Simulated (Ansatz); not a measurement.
# Ca (Calcium): properties at the relaxed cell

One table from this session's results is given with a row withheld; the runs are named, their logs left out.

Computed with Ansatz 0.2.0 (DFT PBE, scalar-relativistic, plane waves, PAW, unless a step's input says otherwise).

1 further run of the same task is left out (set aside as unsound or not needed).

## The structure to begin with

Symmetry: Fm-3m, No. 225, cubic system. Conventional cell: a = 5.525 Å, b = 5.525 Å, c = 5.525 Å, α = 90.00°, β = 90.00°, γ = 90.00°. Ca (site symmetry m-3m) is surrounded by 12 Ca at 3.91 Å.

As a file:

```
CELL_PARAMETERS angstrom
0.00000 2.76240 2.76240
2.76240 0.00000 2.76240
2.76240 2.76240 0.00000
ATOMIC_POSITIONS crystal
Ca 0.00000 0.00000 0.00000
```

It is the result of an earlier relaxation at this level (volume 42.16 Å³/atom; gap on the mesh: none (metal)).

The first run:

File input.yaml:

```yaml
crystal:
  lattice:
    - [0.0, 2.7623962667, 2.7623962667]
    - [2.7623962667, 0.0, 2.7623962667]
    - [2.7623962667, 2.7623962667, 0.0]
  atoms:
    - { symbol: Ca, position: [0.0, 0.0, 0.0] }
basis:
  ecutwfc: 420
kpoints:
  mp_grid: { grid: [14, 14, 14] }
  band_path:
    path:
      - [[0.0, 0.0, 0.0], [0.5, 0.0, 0.5], [0.625, 0.25, 0.625]]
      - [[0.375, 0.375, 0.75], [0.0, 0.0, 0.0], [0.5, 0.5, 0.5], [0.5, 0.25, 0.75], [0.5, 0.0, 0.5]]
    npoints: 14
hamiltonian:
  xc: pbe
scf:
  occupations: { method: gaussian, width: 0.1 }
  n_extra_bands: 6
output:
  forces: true
  stress: true
  eigenvalues: true
  populations: true
  dos: { projected: true, de: 0.02, nscf_kmesh: { grid: [21, 21, 21] } }
  bader: true
  write_density: true
  write_potential: true
  elf: true
  volumetric_format: npy
```

Run with:

```sh
> ansatz run input.yaml --threads 1 --pin off --max-ram 2560MiB --backend cpu --events-out ev --progress --plain --runs-dir out
```

Steps of the session up to this table: Electronic structure at the relaxed geometry; The cell as listed, for comparison; Volume × 0.97; The cell scaled to 1.03 of its volume; Volume × 0.94; Point at V/V0 = 1.06; Point at V/V0 = 0.91; The cell scaled to 1.10 of its volume; The cell scaled to 0.88 of its volume.

One table of the session follows, with a row left open; its other results are not shown here.

It belongs to the step «Energy against volume». 

| volume (Å³/atom) | energy above the lowest point (meV/atom) | pressure (GPa) |
| --- | --- | --- |
| 37.100 | 39.5 | 2.72 |
| 38.364 | 21.4 | 1.91 |
| 39.629 | 9.2 | 1.20 |
| 40.894 | 2.3 | 0.57 |
| 42.159 | 0.0 | 0.01 |
| 43.424 | ? | ? |
| 44.688 | 7.3 | -0.91 |
| 46.375 | 19.4 | -1.40 |

Q: Estimate the row for volume (Å³/atom) = 43.424 from the others.

Worked estimate for «energy above the lowest point (meV/atom)». A straight line through the neighbours (42.159, 0.0) and (44.688, 7.3) gives 0.0 + (7.3 − 0.0) × (43.424 − 42.159) / (44.688 − 42.159) = 3.7; a parabola fitted to 4 rows on both sides gives 1.9.

**Answer.** energy above the lowest point (meV/atom): 1.8; pressure (GPa): -0.48. In «energy above the lowest point (meV/atom)» the line misses by +1.9 and the parabola by +0.1.
